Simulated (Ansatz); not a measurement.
# Cu3O2 (I4/mmm) in Ansatz: a run that goes wrong, beside a sound one

Two runs on Cu3O2: the first has a flaw, the second is sound.

All numbers are computed with Ansatz 0.2.0; they aren't measurements. Logs are shortened: lines on timing, memory, paths and dates and some standing lists are left out, and cuts for length are marked.

### Step 1. The crystal as given

The structure is tetragonal, space group I4/mmm (No. 139). Conventional cell: a = 4.046 Å, b = 4.046 Å, c = 7.347 Å, α = 90.00°, β = 90.00°, γ = 90.00°. Cu (site symmetry 4/mmm) is surrounded by 4 O at 2.02 Å. Cu (site symmetry -4m2) has 2 O at 1.84 Å as nearest neighbours. Around O (site symmetry mmm) lie 4 Cu at 1.84 to 2.02 Å.

The cell comes from a database or a generator and needn't be the stable form of this composition.

### Step 2. A run with an altered input

The input, input.yaml:

```yaml
crystal:
  lattice:
    - [-2.022982, 2.022982, 3.673617]
    - [2.022982, -2.022982, 3.673617]
    - [2.022982, 2.022982, -3.673617]
  atoms:
    - { symbol: Cu, position: [0.0, 0.0, 0.0] }
    - { symbol: Cu, position: [0.75, 0.25, 0.5] }
    - { symbol: Cu, position: [0.25, 0.75, 0.5] }
    - { symbol: O, position: [0.5, 0.0, 0.5] }
    - { symbol: O, position: [0.0, 0.5, 0.5] }
hamiltonian:
  xc: lda
  pseudopotentials: { kind: paw }
kpoints:
  mp_grid: { grid: [9, 9, 9] }
scf:
  occupations: { method: fermi_dirac, width: 1.0 }
  n_extra_bands: 12
  max_iter: 60
output:
  forces: true
  stress: true
  eigenvalues: true
  dos: { projected: true, de: 0.05, nscf_kmesh: { grid: [14, 14, 14] } }
```

Potentials or basis: Ansatz PAW.

Launch:

```console
> ansatz run input.yaml --threads 2 --pin off --max-ram 5632MiB --backend cpu --events-out ev --progress --plain --runs-dir out
```

Log:

```text
[... 77 lines left out ...]
  k-point 74: bands = ["-101.8003", "-101.7987", "-101.7213", "-59.7415", "-59.7392", "-59.5994", "-59.5526", "-59.5524", "-59.5382", "-59.5381", "-59.5014", "-59.5012", "-8.2398", "-7.7859", "2.3527", "4.8842", "5.1224", "5.9682", "6.0393", "6.3620", "6.3905", "6.4644", "6.5160", "6.6910", "6.9057", "7.5626", "7.7269", "7.8282", "7.8469", "8.0239", "8.0632", "8.0871", "8.5603", "9.6428", "9.6523", "13.4916", "14.5659", "15.6331", "16.4666", "17.7544", "19.9074", "22.7071", "22.7686", "23.9358", "25.3647", "25.8674", "26.3819"]
```

Wall time 24 s (2 threads of Arm Neoverse V1, shared host); peak memory 0.53 GiB.

The calculation finished and met its thresholds. The input was made wrong on purpose: a smearing of electronvolts (scf.occupations = method fermi_dirac, width 1.0). The program ran through all the same, so the numbers look like a result but aren't the crystal's properties.

### Step 3. Projected density of states, LDA

input.yaml: that of step 2 with these lines changed.

```diff
@@ -17,5 +17,4 @@
 scf:
-  occupations: { method: fermi_dirac, width: 1.0 }
+  occupations: { method: fermi_dirac, width: 0.05 }
   n_extra_bands: 12
-  max_iter: 60
 output:
```

Potentials or basis: Ansatz PAW.

Launch:

```console
> ansatz run input.yaml --threads 2 --pin off --max-ram 5632MiB --backend cpu --events-out ev --progress --plain --runs-dir out
```

Run time: 22 s. Hardware: 2 threads of Arm Neoverse V1, shared host; peak memory 0.53 GiB.

Results (log left out):

```yaml
Free_energy: -20774.0678 eV
Pressure: -11.8 GPa
Band_gap_on_the_k_mesh: none (metal or under the smearing width)
Density_of_states_at_the_Fermi_level: 2.09 states/eV per cell
```

Stress tensor (GPa, compression positive):
```
 -9.04   0.00   0.00
  0.00  -9.04   0.00
  0.00   0.00 -17.38
```

Levels at points of the mesh, in eV from the Fermi level:
| k point | band 32 | band 33 | band 34 | band 35 | band 36 | band 37 | band 38 | band 39 |
| --- | --- | --- | --- | --- | --- | --- | --- | --- |
| (0.00, 0.00, 0.00) | -1.44 | -0.75 | -0.75 | 0.38 | 0.48 | 5.12 | 5.12 | 6.74 |

States per cell in windows of 1 eV (zero at the Fermi level; states under -8 eV left out):
```csv
from (eV),total,Cu 3d,O 2p,Cu 4s,O 2s
-8.0,0.87,0.17,0.52,0.17,0.00
-7.0,2.71,0.65,1.66,0.34,0.04
-6.0,4.10,1.20,2.70,0.10,0.03
-5.0,2.22,0.82,1.17,0.18,0.02
-4.0,5.36,4.13,0.83,0.37,0.01
-3.0,10.02,9.24,0.51,0.18,0.01
-2.0,9.92,9.08,0.56,0.16,0.04
-1.0,5.71,3.22,2.14,0.21,0.05
0.0,1.05,0.53,0.41,0.05,0.03
1.0,0.71,0.18,0.15,0.14,0.07
2.0,1.27,0.20,0.25,0.38,0.09
3.0,1.71,0.19,0.33,0.56,0.07
4.0,0.57,0.04,0.08,0.24,0.02
5.0,0.99,0.03,0.07,0.42,0.03
6.0,1.62,0.04,0.11,0.53,0.03
7.0,1.22,0.02,0.09,0.48,0.01
```

Caveat: the pressure holds a Pulay correction of +0.6 GPa for the finite cutoff; an odd number of electrons without spin polarisation forces a metal; a magnetic or distorted state may lie lower; the run has no spin polarisation, though such a crystal can be magnetic; semilocal functionals often make such compounds metallic where correlation or magnetic order opens a gap, which also shifts bond lengths; the PAW data sets come from PBE, with cores solved anew for the run's functional, which leaves a small shift of forces and pressure; the density of states is complete only up to the lowest level of the last band computed. With open d or f shells a metallic result of LDA can be an artefact of self-interaction; +U or a hybrid may open a gap.
